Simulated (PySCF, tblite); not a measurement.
# C₄H₁₄GeN₂Si: geometry, infrared bands and NMR shifts

Aim: predict the infrared bands and NMR shifts of C₄H₁₄GeN₂Si (`[SiH3][C@H]1CCCN[N]1[GeH3]`).

Programs: tblite 0.8.0 and PySCF 2.14.0, with density-fitted response routines of our own. Each step states its level of theory. These are calculated values for one molecule in the gas phase, unless marked as measured. Atoms are numbered from 0 throughout.

### 1 The molecule as given

22 atoms, charge 0, multiplicity 1; geometry from: force field or distance geometry start.

Bonds of the start (Å): Si0–C1 1.90, C1–C2 1.53, C2–C3 1.54, C3–C4 1.53, C4–N5 1.46, N5–N6 1.41, N6–Ge7 1.89, N6–C1 1.49, Si0–H8 1.47, Si0–H9 1.48, Si0–H10 1.48, C1–H11 1.11, C2–H12 1.12, C2–H13 1.12, C3–H14 1.11, C3–H15 1.09, C4–H16 1.11, C4–H17 1.11, N5–H18 1.04, Ge7–H19 1.55, Ge7–H20 1.55, Ge7–H21 1.55.

### 2 Relaxing the molecule with GFN2-xTB

What the job is given:

```
{"job": {"kind": "relax", "xc": "GFN2-xTB", "basis": "xTB"}, "charge": 0, "multiplicity": 1}
Si    -1.299100    -1.819400     1.042400
C     -0.499900    -0.521000    -0.091300
C     -1.423600     0.692800    -0.113900
C     -0.797500     1.866300    -0.881900
C      0.613300     2.103800    -0.335400
N      1.401700     0.875700    -0.431200
N      0.847800    -0.116600     0.408000
Ge     2.068100    -1.553600     0.384300
H     -0.600100    -3.107100     0.942900
H     -1.282200    -1.342400     2.438600
H     -2.706200    -2.018900     0.624100
H     -0.423400    -0.961100    -1.102900
H     -1.662000     1.035900     0.929700
H     -2.388900     0.425600    -0.611800
H     -1.415900     2.783100    -0.740100
H     -0.756000     1.621400    -1.946500
H      0.575500     2.459900     0.715400
H      1.100500     2.893500    -0.948900
H      1.422500     0.546000    -1.418000
H      3.516100    -1.009500     0.448200
H      1.872400    -2.364200    -0.922700
H      1.826500    -2.470700     1.610200
```

The run is started by

```sh
$ OMP_NUM_THREADS=1 python probes_run.py task.json out
```

This one command runs all jobs of the session in turn.

**Question.** This job is followed by: GFN2-xTB harmonic vibrations, gas phase; GIAO PBE0/pcSseg-1 NMR shielding, non-relativistic, gas phase. What will the session give for the following? strongest single infrared mode (GFN2-xTB); zero-point energy (GFN2-xTB); ¹³C shifts against TMS (PBE0/pcSseg-1); ¹H shifts against TMS (PBE0/pcSseg-1, means over atoms taken as alike); ²⁹Si shifts against TMS (PBE0/pcSseg-1); ¹⁵N shifts against NH3 (PBE0/pcSseg-1); ⁷³Ge shifts against GeMe4 (PBE0/pcSseg-1); surface potential, 1st and 99th percentile.

The runs gave:

```
                                                              quantity                                                           value
                             strongest single infrared mode (GFN2-xTB)                                           2092 cm⁻¹, 423 km/mol
                                          zero-point energy (GFN2-xTB)                                                  105.6 kcal/mol
                                ¹³C shifts against TMS (PBE0/pcSseg-1)                                      54.4, 53.4, 34.9, 33.8 ppm
¹H shifts against TMS (PBE0/pcSseg-1, means over atoms taken as alike)  4.54, 3.82, 3.09, 2.93, 2.68, 2.09, 1.72, 1.71, 1.63, 1.24 ppm
                               ²⁹Si shifts against TMS (PBE0/pcSseg-1)                                                       -68.7 ppm
                                ¹⁵N shifts against NH3 (PBE0/pcSseg-1)                                                 131.3, 85.7 ppm
                             ⁷³Ge shifts against GeMe4 (PBE0/pcSseg-1)                                                        -142 ppm
                                 surface potential, 1st and 99th percentile                                              -1.31 V and 1.15 V
```

**Reading.** Relaxing lowered the energy by 0.359 eV in 84 steps; the close pair that moved most is N6–Ge7, from 1.885 to 1.808 Å. No mode is imaginary among the 60: a minimum at this level. The strongest single mode, at 2092 cm⁻¹, moves mainly H19. GFN2-xTB is a fitted tight-binding method: band positions and strengths are rough. Its intensities can rank the bands wrongly. C1 (sp3 CH bonded to N and Si) lies farthest downfield among carbon, at 54.4 ppm; deshielded by the electronegative neighbour. At PBE0/pcSseg-1: The largest span, 315 ppm, is at Ge7, where the paramagnetic term is -1283 ppm. Spin-orbit coupling is left out, which matters for shieldings and couplings at and beside the heavy atoms.
